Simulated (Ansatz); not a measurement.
**C2H3BBrF: basis-set convergence**

One table from this session's results is given with a row withheld; the runs are named, their logs left out.

Computed with Ansatz 0.2.0, Gaussian basis. Level: one geometry, several basis sets.

Plan: PBE0-D4/def2-SVP; ωB97M-V/def2-SVP; PBE0-D4/def2-QZVPP; ωB97M-V/def2-QZVPP; the functionals' def2-TZVPP values are taken from earlier runs.

**The relaxed structure**

The geometry comes from an earlier relaxation with PBE0-D4 in a triple-zeta def2 set; it is a stationary point, not always the lowest conformer.

8 atoms, charge 0, spin multiplicity 1.

Atoms are counted from 1 here; the program's logs count them from 0.

Bond lengths: B1–C2 1.528 Å, B1–H6 1.193 Å, B1–H7 1.191 Å, C2–Br3 1.901 Å, C2–C4 1.339 Å, C4–F5 1.320 Å, C4–H8 1.086 Å. Angles: C2–B1–H6 118.5°, C2–B1–H7 120.6°, H6–B1–H7 121.0°, B1–C2–Br3 120.7°, B1–C2–C4 124.6°, Br3–C2–C4 114.8°, C2–C4–F5 122.1°, C2–C4–H8 125.6°, F5–C4–H8 112.3°.

Set-up of the first run:

Input file in.yaml:

```yaml
crystal:
  periodic: [false, false, false]
  atoms:
    - {symbol: B, position_ang: [0.343126, 1.285265, 0.047777]}
    - {symbol: C, position_ang: [0.340769, -0.237446, 0.170346]}
    - {symbol: Br, position_ang: [1.813718, -1.149097, 0.953870]}
    - {symbol: C, position_ang: [-0.654088, -1.031405, -0.244372]}
    - {symbol: F, position_ang: [-1.745530, -0.549780, -0.809198]}
    - {symbol: H, position_ang: [-0.601255, 1.816735, -0.450300]}
    - {symbol: H, position_ang: [1.268657, 1.922981, 0.441773]}
    - {symbol: H, position_ang: [-0.673297, -2.114253, -0.165695]}
basis:
  gaussian: {orbitals: def2-SVP}
hamiltonian: {xc: pbe0, dispersion: d4}
output: {orbitals: {seedname: orbitals}}
```

On the command line:

```
ansatz run in.yaml --threads 4 --pin off --events-out ev --progress --plain --max-ram 10444MiB
```

Among the steps run: PBE0-D4 in def2-SVP; ωB97M-V in def2-SVP; PBE0-D4 in def2-QZVPP; ωB97M-V in def2-QZVPP.

One of the session's tables, all rows but one given; the rest of the session is left out.

It belongs to the step «Functionals by basis». 

| functional | basis | HOMO (eV) | LUMO (eV) |
| --- | --- | --- | --- |
| PBE0-D4 | def2-SVP | -7.48 | -2.46 |
| PBE0-D4 | def2-TZVPP | -7.58 | -2.56 |
| PBE0-D4 | def2-QZVPP | -7.60 | -2.59 |
| ωB97M-V | def2-SVP | -9.59 | -0.35 |
| ωB97M-V | def2-TZVPP | ? | ? |
| ωB97M-V | def2-QZVPP | -9.74 | -0.57 |

**Question.** Estimate the row for ωB97M-V, def2-TZVPP.

The run gave: HOMO (eV): -9.72; LUMO (eV): -0.53. In the column «HOMO (eV)» it lies between ωB97M-V, def2-QZVPP (-9.74) and ωB97M-V, def2-SVP (-9.59).
